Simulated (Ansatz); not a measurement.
What does this script print? It uses Ansatz 0.2.0, Python API.

`drho_tlsbs2.py`
```python
# -*- coding: utf-8 -*-
"""Density of TlSbS2 less that of its sublattices."""

import ansatz as az
import numpy as np

VECTORS = np.array([
    [4.122701, 0.0, 0.0],
    [0.0, 4.122701, 0.0],
    [0.0, 0.0, 5.826779],
])
SITES = [
    ("Tl", (0.0, 0.0, 0.0)),
    ("Sb", (0.5, 0.5, 0.5)),
    ("S", (0.0, 0.0, 0.5)),
    ("S", (0.5, 0.5, 0.0)),
]


def on_lattice(cell):
    crystal = az.Crystal(lattice=az.Lattice.of(cell))
    for symbol, position in SITES:
        crystal = crystal.atom(symbol, position)
    return crystal

# same cell, cutoff and mesh for the crystal and its parts
def solve(crystal):
    return (
        crystal.calculation()
        .functional("pbesol", dispersion="d3bj")
        .occupations(az.OccupationsMethod.GAUSSIAN)
        .mixing("anderson", ndim=6, beta=0.6)
        .basis(460, grid_basis="typed")
        .kpoints(4, 4, 3)
        .density()
        .run(threads=1)
    )


whole = solve(on_lattice(VECTORS))
difference = whole.density().channels[0].density_e_per_ang3.copy()
binding = whole.report["free_energy_ev"]
for element in ["Tl", "Sb", "S"]:
    part = az.Crystal(lattice=az.Lattice.of(VECTORS))
    for symbol, position in SITES:
        if symbol == element:
            part = part.atom(symbol, position)
    alone = solve(part)
    difference -= alone.density().channels[0].density_e_per_ang3
    binding -= alone.report["free_energy_ev"]
    print(f"{element} sublattice: {alone.report['n_electrons']:g} electrons, {alone.report['n_iterations']} iterations")

voxel = abs(np.linalg.det(VECTORS)) / difference.size
print(f"energy of the crystal less its unpolarised sublattices: {binding / len(SITES):.4f} eV/atom")
print(f"net charge of the difference {difference.sum() * voxel:.5f} e, charge moved {0.5 * np.abs(difference).sum() * voxel:.3f} e")
print(f"extremes {difference.min():.4f} and {difference.max():.4f} e/A^3")
for (symbol, position) in SITES:
    index = tuple(int(round(p * n)) % n for p, n in zip(position, difference.shape))
    print(f"  change of the pseudo-density at the grid point nearest {symbol}: {difference[index]:+.4f} e/A^3")
profile = difference.mean(axis=(0, 1))
print("planar mean along the third vector:", np.round(profile[:: max(len(profile) // 12, 1)], 4))
```

```console
$ python drho_tlsbs2.py
Tl sublattice: 13 electrons, 7 iterations
Sb sublattice: 15 electrons, 7 iterations
S sublattice: 12 electrons, 6 iterations
energy of the crystal less its unpolarised sublattices: -3.0487 eV/atom
net charge of the difference -0.00000 e, charge moved 0.721 e
extremes -0.0469 and 0.0984 e/A^3
  change of the pseudo-density at the grid point nearest Tl: +0.0291 e/A^3
  change of the pseudo-density at the grid point nearest Sb: -0.0090 e/A^3
  change of the pseudo-density at the grid point nearest S: -0.0221 e/A^3
  change of the pseudo-density at the grid point nearest S: -0.0299 e/A^3
planar mean along the third vector: [ 0.009   0.002  -0.0015 -0.0009 -0.0023 -0.0042  0.0002  0.0022  0.0022
  0.0002 -0.0042 -0.0023 -0.0009 -0.0015  0.002 ]
```

These settings explore the input space; cutoff and mesh may be short of convergence. Dispersion corrections can be off by several per cent in the lattices of metals, and by several GPa in the pressure at a fixed cell. The mesh is modest for a metal, so energies can be off by several to tens of meV an atom and pressures by half a GPa or more; differences at equal mesh fare better. Spin-orbit coupling, which matters for elements this heavy, is left out. Densities and potentials on the grid are those of the valence electrons, and inside the cores they hang on the potentials used. The structure comes from a database of computed cells and needn't be a stable or known phase. Charge moved counts every rearrangement, bonding and polarisation too, and is no transfer between atoms; the bare sublattices are artificial references. Values near the nuclei depend on the potentials. Finished in 5 s on 1 thread of Arm Neoverse V1, with other jobs on the host, peak memory 0.4 GiB.

(A comment or docstring line of the script was reworded after the run, the code is as it ran; lines on the test bed's own set-up are left out of the output.)
